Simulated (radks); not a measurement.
**A spherical quantum dot from 29 to 33 electrons**

Aim: add electrons one at a time to a hard-walled sphere of radius 6.07 bohr*, with a point charge of +2 at the centre, try the lowest free levels for each, keep the configuration of least energy, and see where shells close.

Method: non-relativistic spin-polarised Kohn-Sham, PBEsol, spherically averaged shells; computed with radks, version 2.

## 1. The system

| Property | Result |
| --- | --- |
| well | a hard-walled sphere of radius 6.07 bohr*, with a point charge of +2 at the centre |
| functional | PBEsol |
| levels | named by radial order: 1s, 1p, 1d, 2s, 1f and so on |
| units | effective atomic units, hartree* and bohr* |
| configuration carried in | 1s2 1p6 1d10 2s2 1f(up 7, down 1) (N = 28, energy 73.522160) |

Further steps of the session: 29 electrons; Electron number 30; N = 31; N = 32; 33 electrons.

Q: Predict the outcome of this session. Wanted: closed shells at N; most unpaired electrons; configuration at N = 33.

The runs gave:

```
               quantity                              value
     closed shells at N                 none in this range
most unpaired electrons                        5 at N = 29
configuration at N = 33  1s2 1p6 1d10 2s2 1f(up 7, down 6)
```

No closed-shell configuration falls in this range. Among the lowest states kept at each count, up to 5 electrons are unpaired (N = 29), since exchange favours parallel spins. The model keeps every shell spherical, so real clusters and dots, which can deform, may order levels otherwise.
